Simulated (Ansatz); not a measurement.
# SbMo3 (element-swapped structure): how the settings move a relaxation

How sensitive is a relaxation of SbMo3 (element-swapped structure) to its settings? A reference run comes first, then three runs with altered input.

Method: reference: DFT r2SCAN, plane waves, PAW, scalar-relativistic, no spin polarisation, in Ansatz 0.2.0.

1 further run of the same task is left out (it didn't finish).

## (1) The starting structure

Symmetry: Pmm2, No. 25, orthorhombic system. Conventional cell: a = 2.846 Å, b = 4.568 Å, c = 4.933 Å, α = 90.00°, β = 90.00°, γ = 90.00°. Around Sb (site symmetry mm2) lie 10 Mo at 2.74 to 2.95 Å and 2 Sb at 2.85 Å. Around Mo (site symmetry mm2) lie 4 Sb at 2.74 to 2.95 Å and 8 Mo at 2.79 to 2.85 Å. Mo (site symmetry mm2) is surrounded by 10 Mo at 2.79 to 2.90 Å and 2 Sb at 2.80 Å. Mo (site symmetry mm2) is surrounded by 8 Mo at 2.80 to 2.90 Å and 4 Sb at 2.84 Å.

Coordinates:

```cif
data_structure
_symmetry_space_group_name_H-M 'Pmm2'
_symmetry_Int_Tables_number 25
_cell_length_a 2.8459
_cell_length_b 4.5679
_cell_length_c 4.9331
_cell_angle_alpha 90.000
_cell_angle_beta 90.000
_cell_angle_gamma 90.000
_cell_volume 64.13
loop_
_atom_site_label
_atom_site_type_symbol
_atom_site_symmetry_multiplicity
_atom_site_Wyckoff_symbol
_atom_site_fract_x
_atom_site_fract_y
_atom_site_fract_z
_atom_site_occupancy
Sb1 Sb 1 a 0.00000 0.00000 0.97512 1
Mo1 Mo 1 c 0.50000 0.00000 0.50000 1
Mo2 Mo 1 b 0.00000 0.50000 0.64808 1
Mo3 Mo 1 d 0.50000 0.50000 0.16016 1
```

## (2) Reference

Contents of input.yaml:

```yaml
crystal:
  lattice:
    - [2.84594839, 0.0, 0.0]
    - [0.0, 4.56789853, 0.0]
    - [0.0, 0.0, 4.93310395]
  atoms:
    - { symbol: Sb, position: [0.0, 0.0, 0.97512] }
    - { symbol: Mo, position: [0.5, 0.0, 0.5] }
    - { symbol: Mo, position: [0.0, 0.5, 0.64808] }
    - { symbol: Mo, position: [0.5, 0.5, 0.16016] }
  symmetry: { tolerance: 0.0003 }
kpoints:
  mp_grid: { grid: [6, 4, 4], shift: [0, 0, 0] }
magnetization:
  spin_polarized: false
scf:
  occupations: { method: fermi_dirac }
hamiltonian:
  pseudopotentials: { kind: paw }
  xc: r2scan
basis:
  ecutwfc: 500
output:
  forces: true
  stress: true
  eigenvalues: true
relax:
  max_steps: 40
  cell: {}
```

On the command line:

```
$ ansatz run input.yaml --threads 1 --pin off --max-ram 2560MiB --backend cpu --events-out ev --progress --plain --runs-dir out
```

## (3) A run with other settings

input.yaml, as its differences from that of step 2:

```diff
@@ -17,4 +17,5 @@
   occupations: { method: fermi_dirac }
+  eigensolver: { kind: davidson }
 hamiltonian:
-  pseudopotentials: { kind: paw }
+  pseudopotentials: { kind: nc, accuracy: standard }
   xc: r2scan
@@ -22,2 +23,3 @@
   ecutwfc: 500
+  precision: f64
 output:
```

## (5) Changed: hubbard.sites [{species: Mo, l: d, u_eff: 8.0}], hubbard.double_counting amf

input.yaml, as its differences from that of step 2:

```diff
@@ -20,2 +20,3 @@
   xc: r2scan
+  hubbard: { sites: [{ species: Mo, l: d, u_eff: 8.0 }], double_counting: amf }
 basis:
```

## (6) Changed: mp_grid.grid [8, 5, 5], f_tol 0.005, max_displacement 0.3

input.yaml, as its differences from that of step 2:

```diff
@@ -12,3 +12,3 @@
 kpoints:
-  mp_grid: { grid: [6, 4, 4], shift: [0, 0, 0] }
+  mp_grid: { grid: [8, 5, 5], shift: [0, 0, 0] }
 magnetization:
@@ -26,2 +26,6 @@
   eigenvalues: true
+  write_density: true
+  write_potential: true
+  elf: true
+  volumetric_format: npy
 relax:
@@ -29 +33,3 @@
   cell: {}
+  f_tol: 0.005
+  max_displacement: 0.3
```

(Steps that only read results are left out.)

What does the calculation give? Wanted: for each run, ending; energy change; pressure; gap; force.

The runs gave:

```
                                                                                                            run         ending                                        energy change  pressure (GPa)  gap (eV)  force (eV/Å)  cycles     time
                                                                                                      reference      converged                                                    0             0.0      0.00          0.00     127  3.4 min
1: eigensolver.kind davidson, pseudopotentials.kind nc, pseudopotentials.accuracy standard, basis.precision f64  not converged                                                    -               -         -             -     312   11 min
                                2: hubbard.sites [{species: Mo, l: d, u_eff: 8.0}], hubbard.double_counting amf      converged  -1.38 eV/atom (U changed: no physical gain or loss)             0.0      0.00          0.00     149  4.3 min
                                                   3: mp_grid.grid [8, 5, 5], f_tol 0.005, max_displacement 0.3      converged                                        -6.4 meV/atom             0.0      0.00          0.00      95  3.6 min
```

Times don't compare one to one where runs were asked for different outputs or read a saved state (see the inputs); cycles may leave out searches for a lower state.

**Reading.** «mp_grid.grid [8, 5, 5], f_tol 0.005, max_displacement 0.3» moves the energy by -6.4 meV/atom. A changed U is a change of model: its shifts are not errors of convergence. The reference has no spin polarisation; with Mo present, a magnetic state may lie lower. 1 of the 3 altered inputs did not end normally.

Caveats on the reference run: its mesh is coarse for a cell with so small a gap or none.
